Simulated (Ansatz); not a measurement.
# C2H6F2Ti: basis-set convergence

The task here is to estimate one member of a computed series from the others.

Computed with Ansatz 0.2.0, Gaussian basis. Level: one geometry, several basis sets.

Plan: PBE0-D4/def2-SVP; ωB97M-V/def2-SVP; PBE0-D4/def2-QZVPP; ωB97M-V/def2-QZVPP; the functionals' def2-TZVPP values are taken from earlier runs.

## The relaxed structure

All runs share one geometry, relaxed beforehand with PBE0-D4 in a triple-zeta def2 set.

SMILES `[CH3][Ti]([CH3])([F])[F]`, 11 atoms, charge 0, spin multiplicity 1.

Atoms are counted from 1 here; the program's logs count them from 0.

Bond lengths: C1–Ti2 2.047 Å, C1–H6 1.094 Å, C1–H7 1.094 Å, C1–H8 1.095 Å, Ti2–C3 2.048 Å, Ti2–F4 1.757 Å, Ti2–F5 1.757 Å, C3–H9 1.095 Å, C3–H10 1.094 Å, C3–H11 1.094 Å. Angles: Ti2–C1–H6 109.6°, Ti2–C1–H7 109.6°, Ti2–C1–H8 109.8°, H6–C1–H7 109.5°, H6–C1–H8 109.1°, H7–C1–H8 109.1°, C1–Ti2–C3 105.3°, C1–Ti2–F4 108.6°, C1–Ti2–F5 108.6°, C3–Ti2–F4 108.6°, C3–Ti2–F5 108.6°, F4–Ti2–F5 116.5°, Ti2–C3–H9 109.8°, Ti2–C3–H10 109.6°, Ti2–C3–H11 109.6°, H9–C3–H10 109.1°, H9–C3–H11 109.1°, H10–C3–H11 109.5°.

Set-up of the first run:

The input, in.yaml:

```yaml
crystal:
  periodic: [false, false, false]
  atoms:
    - {symbol: C, position_ang: [-1.578840, 0.442831, 0.294512]}
    - {symbol: Ti, position_ang: [0.111044, 0.172791, -0.829590]}
    - {symbol: C, position_ang: [1.496255, -0.612886, 0.457342]}
    - {symbol: F, position_ang: [-0.230126, -1.013881, -2.079060]}
    - {symbol: F, position_ang: [0.678999, 1.742968, -1.375308]}
    - {symbol: H, position_ang: [-1.904292, -0.518351, 0.704515]}
    - {symbol: H, position_ang: [-1.368283, 1.137778, 1.113395]}
    - {symbol: H, position_ang: [-2.377752, 0.855412, -0.329829]}
    - {symbol: H, position_ang: [2.434011, -0.799510, -0.075646]}
    - {symbol: H, position_ang: [1.122690, -1.556601, 0.866929]}
    - {symbol: H, position_ang: [1.681595, 0.092549, 1.273340]}
basis:
  gaussian: {orbitals: def2-SVP}
hamiltonian: {xc: pbe0, dispersion: d4}
output: {orbitals: {seedname: orbitals}}
```

Steps of the session up to this table: PBE0-D4 in def2-SVP; ωB97M-V in def2-SVP; PBE0-D4 in def2-QZVPP; ωB97M-V in def2-QZVPP.

One of the session's tables, all rows but one given; the rest of the session is left out.

It belongs to the step «Functionals by basis». 

```
functional       basis  HOMO (eV)  LUMO (eV)
   PBE0-D4    def2-SVP      -8.40      -2.21
   PBE0-D4  def2-TZVPP      -8.37      -2.16
   PBE0-D4  def2-QZVPP      -8.37      -2.16
   ωB97M-V    def2-SVP          ?          ?
   ωB97M-V  def2-TZVPP     -10.74       0.18
   ωB97M-V  def2-QZVPP     -10.73       0.18
```

Q: Estimate the row for ωB97M-V, def2-SVP from the others.

As computed: HOMO (eV): -10.70; LUMO (eV): 0.17. In the column «HOMO (eV)» it lies between ωB97M-V, def2-QZVPP (-10.73) and PBE0-D4, def2-SVP (-8.40).
